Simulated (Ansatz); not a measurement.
**InOF2 radical (SMILES [O][In]([F])[F]): a rigid scan of the angle O1–In2–F4**

Aim: the energy along the angle O1–In2–F4, from CCSD(T) and from cheaper methods, relative to the minimum. No other atom is relaxed.

Computed with Ansatz 0.2.0, Gaussian basis. Level: single points in def2-TZVPP.

Levels: PBE-D4, r2SCAN-D4, PBE0-D4, B3LYP-D4, wB97M-V, Hartree-Fock, MP2, CCSD, CCSD(T). The scan takes 98.1, 104.1, 110.1, 116.1, 122.1, 128.1, 134.1, 140.1, 146.1°.

Correlated methods freeze the cores. Filled d shells of the heavier atoms are correlated. Core potentials replace the inner electrons past krypton, and spin-orbit coupling is left out. Orbitals are unrestricted. B3LYP uses VWN-RPA correlation.

28 further runs of the same task are left out: 28 set aside as unsound or not needed.

## 1. The starting structure

The minimum, relaxed at PBE0-D4: 4 atoms, charge 0, spin multiplicity 2.

Atoms are counted from 1 here; the program's logs count them from 0.

Bond lengths: O1–In2 1.983 Å, In2–F3 1.924 Å, In2–F4 1.924 Å. Angles: O1–In2–F3 122.1°, O1–In2–F4 122.1°, F3–In2–F4 115.7°.

Coordinates:

```xyz
4
charge 0, multiplicity 2
O    -1.03201   -0.02959    1.69834
In    0.00554   -0.01522    0.00847
F     1.45748   -1.23652   -0.31134
F    -0.37551    1.22103   -1.41576
```

Energies of the minimum (eV), from earlier single points: PBE-D4 -12650.32939, r2SCAN-D4 -12656.22309, PBE0-D4 -12650.02310, B3LYP-D4 -12659.23491, wB97M-V -12654.18900, CCSD(T) -12628.19956.

At the minimum the angle O1–In2–F4 is 122.1°.

## 2. O1–In2–F4 = 98.1°

Input file ccsdt-tzvpp/in.yaml:

```yaml
crystal:
  periodic: [false, false, false]
  atoms:
    - {symbol: O, position_ang: [-1.396271, 0.580645, 1.278211]}
    - {symbol: In, position_ang: [0.005545, -0.015223, 0.008471]}
    - {symbol: F, position_ang: [1.457478, -1.236515, -0.311344]}
    - {symbol: F, position_ang: [-0.375510, 1.221025, -1.415764]}
basis:
  gaussian: {orbitals: def2-TZVPP}
magnetization: {spin_polarized: true, initial_magnetization: 1}
correlation: {method: ccsd_t}
scf: {omitted_lower_state_checks: [cluster_reference]}
```

The command line of these runs was not kept.

After this run come: O1–In2–F4 = 104.1°; O1–In2–F4 = 110.1°; O1–In2–F4 = 116.1°; O1–In2–F4 = 122.1°; O1–In2–F4 = 128.1°; O1–In2–F4 = 134.1°; O1–In2–F4 = 140.1°; O1–In2–F4 = 146.1°.

**Question.** What will these runs give? Wanted: highest point, CCSD(T); lowest point, CCSD(T); minimum along the scan, CCSD(T); RMS deviation from CCSD(T); largest T1 diagnostic.

The runs gave:

```
                       quantity                                                                                                            value
         highest point, CCSD(T)                                                                                           3.7 kcal/mol at 98.1 °
          lowest point, CCSD(T)                                                                                          0.0 kcal/mol at 122.1 °
minimum along the scan, CCSD(T)                                                                                                          122.1 °
                curvature there                                                                                                    0.52 meV/deg²
     RMS deviation from CCSD(T)  PBE-D4 0.5, r2SCAN-D4 0.4, PBE0-D4 0.1, B3LYP-D4 0.2, wB97M-V 0.0, Hartree-Fock 0.5, MP2 0.1, CCSD 0.1 kcal/mol
          largest T1 diagnostic                                                                                                            0.019
```

In words: A polynomial through the near points puts the CCSD(T) minimum at the PBE0-D4 value. Curvature against CCSD(T): PBE-D4 -22 %, Hartree-Fock +27 %. wB97M-V follows the CCSD(T) curve best and Hartree-Fock worst.
